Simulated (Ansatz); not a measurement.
# SnO3: the cost of one run

All numbers are computed with Ansatz 0.2.0 through its Python package. Level of theory: DFT PBE, plane waves, PAW.

## (1) The structure

SnO3 Fm-3m: The structure is cubic, space group Fm-3m (No. 225). The conventional cell has a = 5.720 Å, b = 5.720 Å, c = 5.720 Å, α = 90.00°, β = 90.00°, γ = 90.00°. Sn (site symmetry m-3m) is surrounded by 8 O at 2.48 Å. O (site symmetry m-3m) has 8 O at 2.48 Å as nearest neighbours. Around O (site symmetry -43m) lie 4 Sn at 2.48 Å and 4 O at 2.48 Å.

SnS3 Fm-3m: The structure is cubic, space group Fm-3m (No. 225). The conventional cell has a = 6.800 Å, b = 6.800 Å, c = 6.800 Å, α = 90.00°, β = 90.00°, γ = 90.00°. Around Sn (site symmetry m-3m) lie 8 S at 2.94 Å. Around S (site symmetry m-3m) lie 8 S at 2.94 Å. Around S (site symmetry -43m) lie 4 Sn at 2.94 Å and 4 S at 2.94 Å.

SnSe3 Fm-3m: The structure is cubic, space group Fm-3m (No. 225). Conventional cell: a = 7.220 Å, b = 7.220 Å, c = 7.220 Å, α = 90.00°, β = 90.00°, γ = 90.00°. Sn (site symmetry m-3m) has 8 Se at 3.13 Å as nearest neighbours. Around Se (site symmetry m-3m) lie 8 Se at 3.13 Å. Se (site symmetry -43m) has 4 Sn at 3.13 Å and 4 Se at 3.13 Å as nearest neighbours.

SnTe3 Fm-3m: It takes space group Fm-3m (No. 225, cubic). Conventional cell: a = 7.720 Å, b = 7.720 Å, c = 7.720 Å, α = 90.00°, β = 90.00°, γ = 90.00°. Sn (site symmetry m-3m) has 8 Te at 3.34 Å as nearest neighbours. Around Te (site symmetry m-3m) lie 8 Te at 3.34 Å. Te (site symmetry -43m) has 4 Sn at 3.34 Å and 4 Te at 3.34 Å as nearest neighbours.

The script holds or builds the structure itself.

## (2) The script

series.py

```python
# -*- coding: utf-8 -*-
import csv
import warnings

import ansatz
import numpy as np

SETTINGS = {
    "xc": "pbe",
    "cutoff_ev": 520,
    "k_spacing": 0.3,
    "filling": "fermi_dirac",
    "smearing_width": 0.02,
}


def fe3al(a_site, b_site, a):
    return (
        ansatz.Lattice.fcc(a)
        .space_group(225)
        .atom(a_site, (0, 0, 0))
        .atom(b_site, (0.5, 0.5, 0.5))
        .atom(b_site, (0.25, 0.25, 0.25))
        .primitive()
    )


def run_phase(name, crystal, relax=True):
    calc = crystal.calculation()
    calc = calc.functional(SETTINGS["xc"])
    calc = calc.basis(SETTINGS["cutoff_ev"]).kpoints(spacing=SETTINGS["k_spacing"])
    calc = calc.occupations(SETTINGS["filling"], width=SETTINGS["smearing_width"])
    calc = calc.stress().band_table()
    if relax:
        calc = calc.relax(force_tolerance=0.02, cell=True)
    return calc.run()

def bulk_modulus(name, outcome, step=0.01):
    # B = -V dP/dV from the pressures of two uniformly scaled cells, atoms held at their fractions
    pressure = []
    for factor in (1 - step, 1.0, 1 + step):
        cell = ansatz.Crystal(lattice=ansatz.Lattice.of(outcome.lattice.cell_ang * factor ** (1 / 3)))
        for site in outcome.report["lattice"]["sites"]:
            cell = cell.atom(site["symbol"], site["position_frac"])
        pressure.append(np.trace(run_phase(name, cell, relax=False).report["stress_gpa"]) / 3)
    slope, bend = (pressure[0] - pressure[2]) / (2 * step), abs(pressure[0] + pressure[2] - 2 * pressure[1])
    # a jump of mesh or basis between the cells shows as a kink: no modulus then
    return float(slope) if bend < 12 * step**2 * abs(slope) + 0.15 and abs(pressure[1]) < 1.5 else float("nan")

def relaxed_twice(name, crystal):
    # the second pass draws mesh and plane waves anew for the relaxed cell
    first = run_phase(name, crystal)
    again = ansatz.Crystal(lattice=ansatz.Lattice.of(first.lattice.cell_ang))
    for site in first.report["lattice"]["sites"]:
        again = again.atom(site["symbol"], site["position_frac"])
    return run_phase(name, again)


def volume_per_atom(outcome):
    return abs(np.linalg.det(outcome.lattice.cell_ang)) / len(outcome.lattice.sites)


def gap_ev(outcome):
    # nan where the run reports no band edges: a metal, overlapping bands, or a gap that is small against the smearing
    edges = outcome.report.get("band_edges_ev")
    return edges[1] - edges[0] if edges else float("nan")

warnings.simplefilter("ignore")

phases = {}
phases["SnO3"] = fe3al("Sn", "O", 5.72)
phases["SnS3"] = fe3al("Sn", "S", 6.8)
phases["SnSe3"] = fe3al("Sn", "Se", 7.22)
phases["SnTe3"] = fe3al("Sn", "Te", 7.72)

done = {}
for name, crystal in phases.items():
    try:
        done[name] = relaxed_twice(name, crystal)
    except ansatz.NonConvergedError as error:
        print(name, "did not converge:", str(error)[:120])

rows = [(name, (4 * len(o.lattice.sites) * volume_per_atom(o)) ** (1 / 3), volume_per_atom(o), gap_ev(o), bulk_modulus(name, o)) for name, o in done.items()]
with open("series.csv", "w", newline="") as handle:
    writer = csv.writer(handle)
    writer.writerow(["compound", "a (A)", "V (A^3/atom)", "gap on mesh (eV)", "B (GPa)"])
    writer.writerows([round(v, 4) if isinstance(v, float) else v for v in row] for row in rows)
print(open("series.csv").read())
```

## (3) The calls as engine input

The engine receives this input (first run):

```yaml
crystal:
  lattice:
    bravais: fcc
    a: 5.72
  space_group: 225
  atoms:
    - { symbol: Sn, position: [0.0, 0.0, 0.0] }
    - { symbol: O, position: [0.5, 0.5, 0.5] }
    - { symbol: O, position: [0.25, 0.25, 0.25] }
  reduce_to_primitive: true
basis:
  ecutwfc: 520.0
kpoints:
  mp_grid:
    kspacing: 0.3
hamiltonian:
  xc: pbe
scf:
  occupations:
    method: fermi_dirac
    width: 0.02
relax:
  f_tol: 0.02
  cell: {}
output:
  stress: true
  eigenvalues: true
```

## (4) Launch

On the command line:

```console
python series.py
```

What time and memory should one allow on 1 thread of Intel Xeon Platinum 8259CL at 2.50GHz (Skylake/Cascade Lake), shared host?

About 2.4 min, with a peak of 0.57 GiB.
